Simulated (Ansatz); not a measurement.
HPbNO4:

```
CELL_PARAMETERS angstrom
6.85876 0.00000 -0.01491
0.00000 4.22865 0.00000
-3.37519 0.00000 7.28194
ATOMIC_POSITIONS crystal
H 0.22549 0.75000 0.50730
H 0.77451 0.25000 0.49270
Pb 0.30229 0.25000 0.28494
Pb 0.69771 0.75000 0.71506
N 0.21484 0.75000 0.83567
N 0.78516 0.25000 0.16433
O 0.33078 0.75000 0.45338
O 0.40909 0.75000 0.86901
O 0.15508 0.75000 0.96537
O 0.07083 0.75000 0.66955
O 0.66922 0.25000 0.54661
O 0.59091 0.25000 0.13099
O 0.84492 0.25000 0.03463
O 0.92917 0.25000 0.33045
```

The cell was built by a generator and needn't be a form met in nature.

```yaml
Program: Ansatz 0.2.0
Task: relaxation of cell and atoms
Functional: r2SCAN
Dispersion: D4
Potentials_or_basis: Ansatz PAW
Cutoff: "500 eV (not typed: the program's choice for these potentials)"
k_mesh: 3 × 5 × 3
Occupations: fermi-dirac, width 0.05 eV
Spin: no spin polarisation
```

At the start: volume 15.07 Å³/atom.

Problem. How do energy, volume and symmetry change on relaxing?

Solution. It ends after 10 steps and the volume is 13.96 Å³/atom (-7.4 %); space group P2_1/m (No. 11, to 0.05 Å).

Step by step:
| step | energy change (eV) | largest force (eV/Å) | volume (Å³) |
| --- | --- | --- | --- |
| 1 | 0.0000 | 0.6622 | 210.99 |
| 2 | -0.1177 | 0.3256 | 199.81 |
| 3 | -0.1243 | 0.1453 | 198.75 |
| 4 | -0.1358 | 0.1124 | 195.44 |
| 5 | -0.1372 | 0.0502 | 195.62 |
| 6 | -0.1379 | 0.0242 | 195.60 |
| 7 | -0.1380 | 0.0207 | 195.47 |
| 8 | -0.1380 | 0.0161 | 195.44 |
| 9 | -0.1381 | 0.0036 | 195.43 |
| 10 | -0.1304 | 0.0055 | 195.43 |

Final structure:
```xyz
14
Lattice="6.7985 0.0000 -0.1340 0.0000 4.0642 0.0000 -3.4723 0.0000 7.1413" Properties=species:S:1:pos:R:3 pbc="T T T"
H    -0.2623    3.0481    3.5858
H     3.5885    1.0160    3.4215
Pb    1.0471    1.0160    1.9485
Pb    2.2791    3.0481    5.0588
N    -1.3919    3.0481    5.9502
N     4.7181    1.0160    1.0571
O     0.6408    3.0481    3.2168
O    -0.1776    3.0481    6.1467
O    -2.2024    3.0481    6.9184
O    -1.8567    3.0481    4.7711
O     2.6854    1.0160    3.7904
O     3.5038    1.0160    0.8606
O     5.5286    1.0160    0.0888
O     5.1829    1.0160    2.2362
```

Caveat: the plane-wave basis is chosen anew once the cell has moved, so the energies of steps on either side of that aren't comparable; the PAW data sets come from PBE, with cores solved anew for the run's functional, which leaves a small shift of forces and pressure.
